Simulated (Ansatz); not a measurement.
# CH9B2ClSi2: the cost of one run

Method: UKS PBE0-D4/6-31G, in Ansatz 0.2.0.

## (1) The system as given

Bond lengths: B1–C2 1.639 Å, C2–B3 1.573 Å, B3–Si4 1.949 Å, C2–Si5 1.856 Å, Si5–Cl6 2.108 Å, B1–H7 1.177 Å, B1–H8 1.144 Å, C2–H9 1.073 Å, B3–H10 1.233 Å, Si4–H11 1.487 Å, Si4–H12 1.414 Å, Si4–H13 1.562 Å, Si5–H14 1.477 Å, Si5–H15 1.483 Å. Angles (14 of 24 angles, heavy atoms first): B1–C2–B3 109.7°, B1–C2–Si5 110.8°, B3–C2–Si5 109.7°, C2–B3–Si4 124.6°, C2–Si5–Cl6 111.3°, B1–C2–H9 110.4°, B3–C2–H9 109.5°, Si5–C2–H9 106.7°, C2–B1–H7 115.4°, C2–B1–H8 120.6°, C2–B3–H10 119.0°, Si4–B3–H10 116.4°, B3–Si4–H11 106.2°, B3–Si4–H12 112.3°.

As a file:

```xyz
15

B    -0.3841   -1.8852    0.8242
C    -0.5188   -0.3704    0.2128
B     0.8698    0.0960   -0.3603
Si    1.1877    0.6057   -2.2140
Si   -1.0867    0.8187    1.5191
Cl    0.2522    0.8634    3.1469
H    -1.3803   -2.3520    1.2434
H     0.6264   -2.4208    0.8347
H    -1.2552   -0.3457   -0.5675
H     1.8399    0.1525    0.3982
H     0.7530   -0.5499   -3.0420
H     2.5280    0.9955   -2.4405
H     0.1723    1.7505   -2.5278
H    -1.2073    2.1887    0.9811
H    -2.4186    0.4022    2.0210
```

## (2) Relaxing the start

Input file input.yaml:

```yaml
crystal:
  periodic: [false, false, false]
  atoms:
    - { symbol: B, position_ang: [-0.3841, -1.8852, 0.8242] }
    - { symbol: C, position_ang: [-0.5188, -0.3704, 0.2128] }
    - { symbol: B, position_ang: [0.8698, 0.096, -0.3603] }
    - { symbol: Si, position_ang: [1.1877, 0.6057, -2.214] }
    - { symbol: Si, position_ang: [-1.0867, 0.8187, 1.5191] }
    - { symbol: Cl, position_ang: [0.2522, 0.8634, 3.1469] }
    - { symbol: H, position_ang: [-1.3803, -2.352, 1.2434] }
    - { symbol: H, position_ang: [0.6264, -2.4208, 0.8347] }
    - { symbol: H, position_ang: [-1.2552, -0.3457, -0.5675] }
    - { symbol: H, position_ang: [1.8399, 0.1525, 0.3982] }
    - { symbol: H, position_ang: [0.753, -0.5499, -3.042] }
    - { symbol: H, position_ang: [2.528, 0.9955, -2.4405] }
    - { symbol: H, position_ang: [0.1723, 1.7505, -2.5278] }
    - { symbol: H, position_ang: [-1.2073, 2.1887, 0.9811] }
    - { symbol: H, position_ang: [-2.4186, 0.4022, 2.021] }
magnetization:
  spin_polarized: true
basis:
  gaussian: { orbitals: "6-31G" }
hamiltonian:
  xc: pbe0
  dispersion: d4
relax:
  f_tol: 0.02
  max_steps: 40
```

Launch:

```sh
$ ansatz run input.yaml --threads 2 --pin off --max-ram 3072MiB --backend cpu --events-out ev --progress --plain --runs-dir out
```

What time and memory should one allow on 2 threads of Arm Neoverse N1, shared host?

About 5.7 min, with a peak of 0.34 GiB.
